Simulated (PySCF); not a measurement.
# [Nd(CO)]2+: other functionals and bases at one geometry

The task here is to estimate one member of a computed series from the others.

Method: several levels, as the steps say, no spin–orbit coupling; program: PySCF 2.14.0.

1 further run of the same task is left out (for a known fault of the program).

**Where the work starts**

3 atoms, charge 2, spin multiplicity 1.

Bond lengths: Nd1–C2 2.915 Å, C2–O3 1.116 Å. Angles: Nd1–C2–O3 180.0°.

Geometry (Å):

```xyz
3

Nd    0.0000    0.0000   -0.7464
C     0.0000    0.0000    2.1690
O     0.0000    0.0000    3.2847
```

Formal oxidation states: Nd +2. Each metal's 4 4f electrons lie in its core potential, so multiplicities, spins and levels count the valence alone. An earlier session relaxed this geometry at PBE0, Nd lcecp-0-SVP with ECP50, C def2-SVP, O def2-SVP (singlet, point group C∞v).

At PBE0 on the finer grid: E = -140.275458 Eh, frontier levels not given, since the 4f levels lie in the core, Mulliken charge on Nd1 +1.84 e, largest force component 0.002 eV/Å. 

Levels to run: BP86; r2SCAN; PBE0, TZVP. Hardware: 2 threads of Arm Neoverse V1, shared host.

The first run:

run.py (the lines that set the calculation)

```python
mol = gto.M(atom='''
Nd     0.00000     0.00000    -0.74643
C      0.00000     0.00000     2.16903
O      0.00000     0.00000     3.28473''',
    basis={'Nd': 'lcecp-0-SVP', 'C': 'def2-SVP', 'O': 'def2-SVP'},
    ecp={'Nd': 'lcecp-0-SVP'},
    charge=2, spin=0)
mf = dft.RKS(mol, xc='B88,P86')
mf.grids.atom_grid = (75, 302)  # f atoms: unpruned, at least (60, 302)
mf = mf.density_fit()  # fitting sets: Nd AutoAux, C def2-universal-JKFIT, O def2-universal-JKFIT
mf.conv_tol = 1e-08; mf.max_cycle = 55
mf.kernel(dm0)  # dm0: the density of the relaxed state
```

On the command line:

```sh
$ OMP_NUM_THREADS=2 python run.py
```

Among the steps run: BP86; r2SCAN; PBE0, TZVP.

One of the session's tables, all rows but one given; the rest of the session is left out.

| level | charge on Nd1 (e) | dipole (D) | largest force component (eV/Å) |
| --- | --- | --- | --- |
| PBE0 (relaxed here) | 1.84 | 3.00 | 0.00 |
| BP86 | 1.81 | 2.71 | 1.95 |
| r2SCAN | 1.84 | 2.99 | 0.66 |
| PBE0, TZVP | ? | ? | ? |

**Question.** Estimate the row for PBE0, TZVP.

As computed: charge on Nd1 (e): 1.89; dipole (D): 2.97; largest force component (eV/Å): 0.66. In the column «charge on Nd1 (e)» it is the highest.

The dipole of a charged species depends on the origin, so these sizes hold for this origin alone.

The largest leftover force, 1.95 eV/Å with BP86, stands at a geometry relaxed at another level. With 4f in the core, its levels are missing from HOMO and gap, and its count is fixed, so no charge can pass from the ligands into it. Total energies of different levels can't be compared.
